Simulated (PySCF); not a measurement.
**A diatomic session: GdO**

An exercise on one series of results from a longer session: the logs are not shown, and one member is left open.

The runs use PySCF 2.14.0; Gd x2c-TZVPall, O x2c-TZVPall, spin-free X2C with a Gaussian nucleus.

The first run:

The job is set up so:

- atoms: Gd, O
- charge: 0
- basis: Gd x2c-TZVPall, O x2c-TZVPall
- Hamiltonian: spin-free X2C with a Gaussian nucleus
- basis functions: 135
- electrons treated: 72
- masses in u: 157.9241, 15.9949
- levels: PBE0, PBE, r²SCAN, r²SCAN0, LDA, ωB97X, HF, MP2, SCS-MP2
- grid: 80 radial by 434 angular points
- occupations: held fixed by the projection of orbital angular momentum
- dissociation limit: Gd + O, each in its ground configuration
- starting distance in angstrom: 1.950
- values of 2S to try: 6, 8

Run with:

```bash
$ OMP_NUM_THREADS=4 python dia.py task.json out
```

Among the steps run: Set-up; The PBE0 curve of the state that the search chose; Higher solutions at PBE0; PBE (GGA); r²SCAN (meta-GGA); r²SCAN0; LDA (local density); ωB97X (range-separated hybrid); UHF (mean field).

One of the session's tables, all rows but one given; the rest of the session is left out.

It belongs to the step «The curves together». Energy (eV) from each level's lowest point:

```
R (Å)    UHF  UHF-MP2  UHF-SCS-MP2    LDA    PBE
1.544  2.019    2.027        2.061  1.624  1.861
1.615  0.964    0.980        0.999  0.717  0.879
1.687  0.340    0.353        0.361  0.212  0.305
1.741  0.094    0.101        0.104  0.037  0.082
1.795  0.000    0.000        0.000  0.000  0.000
1.849  0.030    0.023        0.024  0.072  0.030
1.921      ?        ?            ?      ?      ?
2.010  0.624    0.668        0.723  0.721  0.569
2.118  1.229    1.637        1.792  1.352  1.139
2.262  1.999    3.328        3.556  2.269  1.990
```

Estimate the missing values for R (Å) = 1.921.

Worked estimate for «UHF». A straight line through the neighbours (1.849, 0.030) and (2.010, 0.624) gives 0.030 + (0.624 − 0.030) × (1.921 − 1.849) / (2.010 − 1.849) = 0.296; a parabola fitted to 4 rows on both sides gives 0.245.

As computed: UHF: 0.219; UHF-MP2: 0.210; UHF-SCS-MP2: 0.224; LDA: 0.296; PBE: 0.203. In «UHF» the line misses by +0.077 and the parabola by +0.026.

To keep in mind: The state is the lowest single determinant that the PBE0 search found; with open d or f shells the true ground state can be another one.
